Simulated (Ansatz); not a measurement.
**C2HCl2Si radical: basis-set convergence**

The task here is to estimate one member of a computed series from the others.

Computed with Ansatz 0.2.0, Gaussian basis. Level: one geometry, several basis sets.

Plan: PBE0-D4/def2-SVP; ωB97M-V/def2-SVP; PBE0-D4/def2-QZVPP; ωB97M-V/def2-QZVPP; the functionals' def2-TZVPP values are taken from earlier runs.

### The relaxed structure

All runs share one geometry, relaxed beforehand with PBE0-D4 in a triple-zeta def2 set.

SMILES `[C]#C[SiH](Cl)Cl`, 6 atoms, charge 0, spin multiplicity 2.

Atoms are counted from 1 here; the program's logs count them from 0.

Bond lengths: C1–C2 1.211 Å, C2–Si3 1.812 Å, Si3–Cl4 2.033 Å, Si3–Cl5 2.033 Å, Si3–H6 1.471 Å. Angles: C1–C2–Si3 178.1°, C2–Si3–Cl4 108.9°, C2–Si3–Cl5 108.9°, C2–Si3–H6 110.8°, Cl4–Si3–Cl5 109.9°, Cl4–Si3–H6 109.2°, Cl5–Si3–H6 109.2°.

The first run:

Contents of in.yaml:

```yaml
crystal:
  periodic: [false, false, false]
  atoms:
    - {symbol: C, position_ang: [1.596490, -1.791572, 0.821011]}
    - {symbol: C, position_ang: [0.833056, -0.930678, 0.442543]}
    - {symbol: Si, position_ang: [-0.309991, 0.379721, -0.068620]}
    - {symbol: Cl, position_ang: [-1.995563, -0.472227, -0.821264]}
    - {symbol: Cl, position_ang: [0.587493, 1.517658, -1.494476]}
    - {symbol: H, position_ang: [-0.669484, 1.233098, 1.074606]}
basis:
  gaussian: {orbitals: def2-SVP}
magnetization: {spin_polarized: true, initial_magnetization: 1}
hamiltonian: {xc: pbe0, dispersion: d4}
output: {orbitals: {seedname: orbitals}}
```

On the command line:

```sh
> ansatz run in.yaml --threads 4 --pin off --events-out ev --progress --plain --max-ram 10444MiB
```

Among the steps run: PBE0-D4 in def2-SVP; ωB97M-V in def2-SVP; PBE0-D4 in def2-QZVPP; ωB97M-V in def2-QZVPP.

One of the session's tables, all rows but one given; the rest of the session is left out.

It belongs to the step «Density functionals: the series». 

| functional | basis | HOMO (eV) | LUMO (eV) |
| --- | --- | --- | --- |
| PBE0-D4 | def2-SVP | -8.81 | -5.06 |
| PBE0-D4 | def2-TZVPP | -8.87 | -5.19 |
| PBE0-D4 | def2-QZVPP | -8.88 | -5.21 |
| ωB97M-V | def2-SVP | -11.00 | -3.13 |
| ωB97M-V | def2-TZVPP | ? | ? |
| ωB97M-V | def2-QZVPP | -11.12 | -3.42 |

Q: Estimate the row for ωB97M-V, def2-TZVPP from the others.

As computed: HOMO (eV): -11.10; LUMO (eV): -3.37. In the column «HOMO (eV)» it lies between ωB97M-V, def2-QZVPP (-11.12) and ωB97M-V, def2-SVP (-11.00).
